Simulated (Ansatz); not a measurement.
# Br₂H₂OSn: small, medium and large basis sets

An exercise on one series of results from a longer session: the logs are not shown, and one member is left open.

Computed with Ansatz 0.2.0, Gaussian basis. Level: one geometry, several basis sets.

The runs, in order: PBE0-D4/def2-SVP; ωB97M-V/def2-SVP; PBE0-D4/def2-QZVPP; ωB97M-V/def2-QZVPP; the functionals' def2-TZVPP values are taken from earlier runs.

### Structure used throughout

All runs share one geometry, relaxed beforehand with PBE0-D4 in a triple-zeta def2 set. Sn takes the def2 core potential; no spin-orbit term is included.

SMILES `[OH][SnH]([Br])[Br]`, 6 atoms, charge 0, spin multiplicity 1.

Atoms are counted from 1 here; the program's logs count them from 0.

Bond lengths: O1–Sn2 1.941 Å, O1–H5 0.961 Å, Sn2–Br3 2.462 Å, Sn2–Br4 2.462 Å, Sn2–H6 1.691 Å. Angles: Sn2–O1–H5 113.6°, O1–Sn2–Br3 108.5°, O1–Sn2–Br4 108.5°, O1–Sn2–H6 107.9°, Br3–Sn2–Br4 107.0°, Br3–Sn2–H6 112.4°, Br4–Sn2–H6 112.4°.

The first run:

Input file in.yaml:

```yaml
crystal:
  periodic: [false, false, false]
  atoms:
    - {symbol: O, position_ang: [0.192135, 1.342510, -0.847676]}
    - {symbol: Sn, position_ang: [0.019325, -0.088617, 0.452710]}
    - {symbol: Br, position_ang: [1.708510, -1.807502, -0.049788]}
    - {symbol: Br, position_ang: [-2.186926, -1.142032, 0.164199]}
    - {symbol: H, position_ang: [0.090480, 1.050686, -1.757883]}
    - {symbol: H, position_ang: [0.218477, 0.580857, 1.992338]}
basis:
  gaussian: {orbitals: def2-SVP}
hamiltonian: {xc: pbe0, dispersion: d4}
output: {orbitals: {seedname: orbitals}}
```

On the command line:

```bash
ansatz run in.yaml --threads 4 --pin off --events-out ev --progress --plain --max-ram 10444MiB
```

Steps of the session up to this table: PBE0-D4 in def2-SVP; ωB97M-V in def2-SVP; PBE0-D4 in def2-QZVPP; ωB97M-V in def2-QZVPP.

One table of the session follows, with a row left open; its other results are not shown here.

It belongs to the step «Functionals by basis». 

| functional | basis | HOMO (eV) | LUMO (eV) |
| --- | --- | --- | --- |
| PBE0-D4 | def2-SVP | -8.47 | -1.94 |
| PBE0-D4 | def2-TZVPP | -8.61 | -2.10 |
| PBE0-D4 | def2-QZVPP | -8.63 | -2.13 |
| ωB97M-V | def2-SVP | -10.65 | 0.10 |
| ωB97M-V | def2-TZVPP | -10.81 | -0.15 |
| ωB97M-V | def2-QZVPP | ? | ? |

Estimate the missing values for ωB97M-V, def2-QZVPP.

The run gave: HOMO (eV): -10.83; LUMO (eV): -0.23. In the column «HOMO (eV)» it is the lowest.
